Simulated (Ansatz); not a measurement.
# BSeS− (SMILES S=B[Se-]): one structure at several levels

An exercise on one series of results from a longer session: the logs are not shown, and one member is left open.

Program: Ansatz 0.2.0, Gaussian basis. Level of theory: single points in def2-TZVPPD. These are calculated values, not measurements.

Cores are frozen in the correlated methods. Filled d shells of the heavier atoms are correlated.

## The starting structure

3 atoms, charge -1, spin multiplicity 1.

Atoms are counted from 1 here; the program's logs count them from 0.

Bond lengths: S1–B2 1.628 Å, B2–Se3 1.785 Å. Angles: S1–B2–Se3 175.3°.

Geometry (Å):

```xyz
3

S    -1.3314    0.7589   -0.6955
B    -0.0064    0.0758   -0.0404
Se    1.3695   -0.7955    0.6895
```

The first run:

The input, run/in.yaml:

```yaml
crystal:
  periodic: [false, false, false]
  atoms:
    - {symbol: S, position_ang: [-1.331400, 0.758900, -0.695500]}
    - {symbol: B, position_ang: [-0.006400, 0.075800, -0.040400]}
    - {symbol: Se, position_ang: [1.369500, -0.795500, 0.689500]}
basis:
  gaussian: {orbitals: "def2-TZVPPD.json"}
total_charge: -1
correlation: {method: ccsd_t}
output: {forces: true}
```

The basis file named in the input lies beside it (Basis Set Exchange, JSON).

The command line of these runs was not kept.

Among the steps run: CCSD(T)/def2-TZVPPD; PBE0-D4/def2-TZVPPD; wB97M-V/def2-TZVPPD; r2SCAN-D4/def2-TZVPPD; PBE-D4/def2-TZVPPD; wB97X-V/def2-TZVPPD; BHLYP-D4/def2-TZVPPD.

One table of the session follows, with a row left open; its other results are not shown here.

| method | RMS force component (eV/Å) | angle to CCSD(T) forces (°) |
| --- | --- | --- |
| CCSD(T) | 0.810 | reference |
| PBE0-D4 | 0.651 | 2.5 |
| wB97M-V | 0.629 | 2.8 |
| r2SCAN-D4 | ? | ? |
| PBE-D4 | 0.809 | 1.0 |
| wB97X-V | 0.641 | 2.9 |
| BHLYP-D4 | 0.539 | 5.7 |

**Question.** Estimate the row for r2SCAN-D4.

**Answer.** RMS force component (eV/Å): 0.696; angle to CCSD(T) forces (°): 3.3. In the column «RMS force component (eV/Å)» it lies between PBE0-D4 (0.651) and PBE-D4 (0.809).
